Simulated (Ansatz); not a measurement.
**HfN (rocksalt): a single-point run**

The task is a single-point run on HfN (rocksalt). The structure is shown as the input types it.

Method: DFT PBE, scalar-relativistic, plane waves, PAW, in Ansatz 0.2.0.

## (1) The starting structure

It takes space group Fm-3m (No. 225, cubic). The conventional cell has a = 4.518 Å, b = 4.518 Å, c = 4.518 Å, α = 90.00°, β = 90.00°, γ = 90.00°. Around Hf (site symmetry m-3m) lie 6 N at 2.26 Å. Around N (site symmetry m-3m) lie 6 Hf at 2.26 Å.

Structure file:

```cif
data_structure
_symmetry_space_group_name_H-M 'P 1'
_symmetry_Int_Tables_number 1
_cell_length_a 3.1947
_cell_length_b 3.1947
_cell_length_c 3.1947
_cell_angle_alpha 60.000
_cell_angle_beta 60.000
_cell_angle_gamma 60.000
_cell_volume 23.06
loop_
_atom_site_label
_atom_site_type_symbol
_atom_site_fract_x
_atom_site_fract_y
_atom_site_fract_z
_atom_site_occupancy
Hf1 Hf 0.50000 0.50000 0.50000 1
N1 N 0.00000 0.00000 0.00000 1
```

## (2) The run

File input.yaml:

```yaml
crystal:
  lattice:
    - [0.0, 2.2590026142, 2.2590026142]
    - [2.2590026142, 0.0, 2.2590026142]
    - [2.2590026142, 2.2590026142, 0.0]
  atoms:
    - { symbol: Hf, position: [0.5, 0.5, 0.5] }
    - { symbol: "N", position: [0.0, 0.0, 0.0] }
basis:
  ecutwfc: "120 eV"
  ecutrho_ratio: 4
kpoints:
  mp_grid: { grid: [10, 10, 10] }
hamiltonian:
  xc: pbe
scf:
  occupations: { method: gaussian, width: 0.05 }
  max_iter: 60
output:
  forces: true
  stress: true
```

On the command line:

```bash
ansatz run input.yaml --threads 4 --pin off --max-ram 8192MiB --backend cpu --events-out ev --progress --plain --runs-dir out
```

**Question.** How will this run end, and is anything wrong with its input?

This run ends as converged, with warnings (cutoff below recommended). It gives a pressure of 95 GPa, which is large; a structure far from rest gives such values too, whatever the setting.

Look at the input: basis.ecutwfc is 120 eV. The cutoff lies far under what these potentials need. The potentials' recommended cutoff is 420 eV.

Run again and compare: set basis.ecutwfc to 420.
